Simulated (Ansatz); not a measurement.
# NaP2: the cost of one run

Computed with Ansatz 0.2.0 (DFT PBE, scalar-relativistic, plane waves, PAW, unless a step's input says otherwise).

**1. The system as given**

It takes space group Cmc2_1 (No. 36, orthorhombic). The conventional cell has a = 9.099 Å, b = 4.158 Å, c = 6.651 Å, α = 90.00°, β = 90.00°, γ = 90.00°. Na (site symmetry m) has 4 P at 2.38 to 2.68 Å as nearest neighbours. P (site symmetry 1) has 2 P at 2.08 Å and 2 Na at 2.38 to 2.68 Å as nearest neighbours.

As a file:

```cif
data_structure
_symmetry_space_group_name_H-M 'P 1'
_symmetry_Int_Tables_number 1
_cell_length_a 5.0018
_cell_length_b 5.0018
_cell_length_c 6.6514
_cell_angle_alpha 90.000
_cell_angle_beta 90.000
_cell_angle_gamma 49.119
_cell_volume 125.82
loop_
_atom_site_label
_atom_site_type_symbol
_atom_site_fract_x
_atom_site_fract_y
_atom_site_fract_z
_atom_site_occupancy
Na1 Na 0.49338 0.50662 0.16667 1
Na2 Na 0.50662 0.49338 0.66667 1
P1 P 0.08333 0.41667 0.13957 1
P2 P 0.58333 0.91667 0.13957 1
P3 P 0.91667 0.58333 0.63957 1
P4 P 0.41667 0.08333 0.63957 1
```

**2. Coarse relaxation**

File input.yaml:

```yaml
crystal:
  lattice:
    - [4.5493016087, -2.0789496105, 0.0]
    - [4.5493016087, 2.0789496105, 0.0]
    - [0.0, 0.0, 6.6514494625]
  atoms:
    - { symbol: Na, position: [0.4933752274, 0.5066247726, 0.1666666667] }
    - { symbol: Na, position: [0.5066247726, 0.4933752274, 0.6666666667] }
    - { symbol: P, position: [0.0833333333, 0.4166666667, 0.1395744137] }
    - { symbol: P, position: [0.5833333333, 0.9166666667, 0.1395744137] }
    - { symbol: P, position: [0.9166666667, 0.5833333333, 0.6395744137] }
    - { symbol: P, position: [0.4166666667, 0.0833333333, 0.6395744137] }
basis:
  ecutwfc: 420
kpoints:
  mp_grid: { grid: [4, 4, 4] }
hamiltonian:
  xc: pbe
scf:
  occupations: { method: gaussian, width: 0.1 }
  lower_state_search: "off"
output:
  forces: true
  stress: true
  eigenvalues: true
relax:
  adjacent_minimum: "off"
  f_tol: 0.04
  max_steps: 70
  cell: { stress_tol: 0.4 }
```

Command:

```bash
$ ansatz run input.yaml --threads 1 --pin off --max-ram 2560MiB --backend cpu --events-out ev --progress --plain --runs-dir out
```

**Question.** How long does this run take on 1 thread of Arm Neoverse V1, shared host, and how much memory does it need?

About 2.5 min, with a peak of 0.34 GiB.
